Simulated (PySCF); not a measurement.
# One shape, several levels: doublet GeH3Br+

Wanted: a comparison of 6 runs (UHF/3-21G, UB3LYP/6-31G*, UB3LYP/aug-cc-pVDZ, UBHLYP/aug-cc-pVDZ, UM06-2X/aug-cc-pVDZ, UPBE0/aug-cc-pVDZ) of doublet GeH3Br+. Input form: a Python script.

Program for the calculation: PySCF 2.14.0.

3 further runs of the same task are left out: 1 that didn't finish, 2 set aside as unsound or not needed.

## Step 1: The system as given

GeH3Br+: 5 atoms, total charge +1, spin state doublet. As SMILES of the parent species, `[GeH3][Br]`. The shape is that of a PBE0-D4/def2-TZVP optimisation. That shape belongs to the parent species and isn't relaxed for this state.

Bond lengths: Ge1–Br2 2.309 Å, Ge1–H3 1.532 Å, Ge1–H4 1.532 Å, Ge1–H5 1.532 Å. Angles: Br2–Ge1–H3 107.2°, Br2–Ge1–H4 107.2°, Br2–Ge1–H5 107.2°, H3–Ge1–H4 111.7°, H3–Ge1–H5 111.7°, H4–Ge1–H5 111.7°.

## Step 2: A single-point energy at UHF/3-21G (run 1)

Input file input.py:

```python
from pyscf import gto, scf

system = gto.Mole()
system.atom = '''
Ge     0.262748     0.025870    -0.244058
Br    -2.926146    -0.288164     2.717936
H      0.242282     2.744241    -1.237960
H     -0.325468    -1.882035    -2.339651
H      2.746622    -0.599894     1.103732
'''
system.basis = '3-21g'
system.charge = 1
system.max_memory = 1860
system.spin = 1
system.verbose = 3
system.unit = 'bohr'
system.build()

calc0 = scf.UHF(system)
calc0.conv_tol = 1e-10
calc0.kernel()
if not calc0.converged:
    calc0 = calc0.newton().run(calc0.mo_coeff, calc0.mo_occ)

e_final = calc0.e_tot
print('E(%s) = %.9f' % ('HF', e_final))
```

On the command line:

```bash
$ OMP_NUM_THREADS=1 python input.py
```

The log of the run:

```text
converged SCF energy = -4626.77834727116  <S^2> = 0.7531901  2S+1 = 2.0031876
E(HF) = -4626.778347271
```

Run time: 0.92 s. Hardware: 1 thread of Arm Neoverse V1, shared host; peak memory 0.11 GiB.

## Step 3: The energy at UB3LYP/6-31G(d) (spherical functions) (run 2)

Input file job.py:

```python
from pyscf import gto, dft

mol = gto.M(
    atom='''
Ge     0.139040     0.013690    -0.129150
Br    -1.548450    -0.152490     1.438270
H      0.128210     1.452190    -0.655100
H     -0.172230    -0.995930    -1.238090
H      1.453450    -0.317450     0.584070
''',
    max_memory=1860,
    charge=1,
    spin=1,
    verbose=4,
    basis='6-31g*',
)

mf = dft.UKS(mol, xc='b3lyp')
mf.conv_tol = 1e-10
mf.grids.level = 5
mf.kernel()
if not mf.converged:
    mf = mf.newton().run(mf.mo_coeff, mf.mo_occ)

e_final = mf.e_tot
print('Final energy', e_final)
```

On the command line:

```bash
$ OMP_NUM_THREADS=1 python job.py
```

The log of the run:

```text
PySCF version 2.14.0

[... 53 lines left out ...]
WARN: beta  nocc = 34  HOMO -0.322630097902448 >= LUMO -0.322629153585592
[... 1 line left out ...]
WARN: HOMO -0.322629153585597 >= LUMO -0.322629153585592
[... 118 lines left out ...]
converged SCF energy = -4652.08185800113  <S^2> = 0.75382131  2S+1 = 2.0038177
Final energy -4652.0818580011255
```

Wall time 47 s (1 thread of Arm Neoverse V1, shared host); peak memory 0.39 GiB.

Run 3 isn't shown in full; the table further down has it.

## Step 4: A single-point energy at UBHLYP/aug-cc-pVDZ (run 4)

Input file run.py:

```python
from pyscf import gto, dft

mol = gto.M(
    atom='''
Ge     0.262748     0.025870    -0.244058
Br    -2.926146    -0.288164     2.717936
H      0.242282     2.744241    -1.237960
H     -0.325468    -1.882035    -2.339651
H      2.746622    -0.599894     1.103732
''',
    unit='bohr',
    verbose=4,
    basis='aug-cc-pvdz',
    charge=1,
    max_memory=1860,
    spin=1,
)

myscf = dft.UKS(mol)
myscf.xc = 'bhandhlyp'
myscf.grids.level = 5
myscf.conv_tol = 1e-10
myscf.kernel()
if not myscf.converged:
    myscf = myscf.newton().run(myscf.mo_coeff, myscf.mo_occ)

etot = myscf.e_tot
print(f'total energy: {etot:.8f} hartree')
```

On the command line:

```bash
$ OMP_NUM_THREADS=1 python run.py
```

The log of the run:

```text
PySCF version 2.14.0

[... 53 lines left out ...]
WARN: beta  nocc = 34  HOMO -0.343077367066768 >= LUMO -0.343075933125328
[... 58 lines left out ...]
converged SCF energy = -4652.51263304913  <S^2> = 0.75553846  2S+1 = 2.0055308
total energy: -4652.51263305 hartree
```

Wall time 41 s (1 thread of Arm Neoverse V1, shared host); peak memory 0.53 GiB.

Run 5 isn't shown in full; the table further down has it.

## Step 5: A single-point energy at UPBE0/aug-cc-pVDZ (run 6)

Input file input.xyz:

```xyz
5

Ge     0.139040     0.013690    -0.129150
Br    -1.548450    -0.152490     1.438270
H      0.128210     1.452190    -0.655100
H     -0.172230    -0.995930    -1.238090
H      1.453450    -0.317450     0.584070
```

Input file job.py:

```python
from pyscf import gto, dft

mol = gto.Mole()
mol.atom = 'input.xyz'
mol.charge = 1
mol.basis = 'aug-cc-pvdz'
mol.max_memory = 1860
mol.verbose = 4
mol.spin = 1
mol.build()

calc0 = dft.UKS(mol, xc='pbe0')
calc0.grids.level = 5
calc0.conv_tol = 1e-10
calc0.kernel()
if not calc0.converged:
    calc0 = calc0.newton().run(calc0.mo_coeff, calc0.mo_occ)

e_tot = calc0.e_tot
print('E = %.10f Eh' % e_tot)
```

On the command line:

```bash
$ OMP_NUM_THREADS=1 python job.py
```

The log of the run:

```text
PySCF version 2.14.0

[... 52 lines left out ...]
WARN: beta  nocc = 34  HOMO -0.326115225606186 >= LUMO -0.32611423372715
[... 1 line left out ...]
WARN: HOMO -0.326114233727151 >= LUMO -0.32611423372715
[... 142 lines left out ...]
converged SCF energy = -4651.98083114527  <S^2> = 0.7546708  2S+1 = 2.0046654
E = -4651.9808311453 Eh
```

Wall time 89 s (1 thread of Arm Neoverse V1, shared host); peak memory 0.53 GiB.

## Step 6: Overview of the runs

```csv
run,level,integration grid,energy (Eh),HOMO energy (eV),LUMO energy (eV),⟨S²⟩,wall time
1,UHF/3-21G,–,-4626.778347,-18.10,-8.76,0.753,0.92 s
2,UB3LYP/6-31G* (spherical functions),5,-4652.081858,-14.77,-13.22,0.754,47 s
3,UB3LYP/aug-cc-pVDZ,5,-4652.620438,-14.75,-13.23,0.754,59 s
4,UBHLYP/aug-cc-pVDZ,5,-4652.512633,-16.21,-11.99,0.756,41 s
5,UM06-2X/aug-cc-pVDZ,5,-4652.584463,-16.21,-11.74,0.756,1.8 min
6,UPBE0/aug-cc-pVDZ,5,-4651.980831,-15.00,-12.97,0.755,89 s
```

## Step 7: Results

| quantity | value |
| --- | --- |
| run 6: total energy | -4651.98083 Eh |
| run 6: HOMO energy (highest over α and β) | -15.00 eV |
| run 6: LUMO energy (lowest over α and β) | -12.97 eV |
| run 6: ⟨S²⟩ | 0.755 |

In words: Totals of different functionals can't be ranked against each other. All runs together took 5.7 min, the longest 1.8 min.
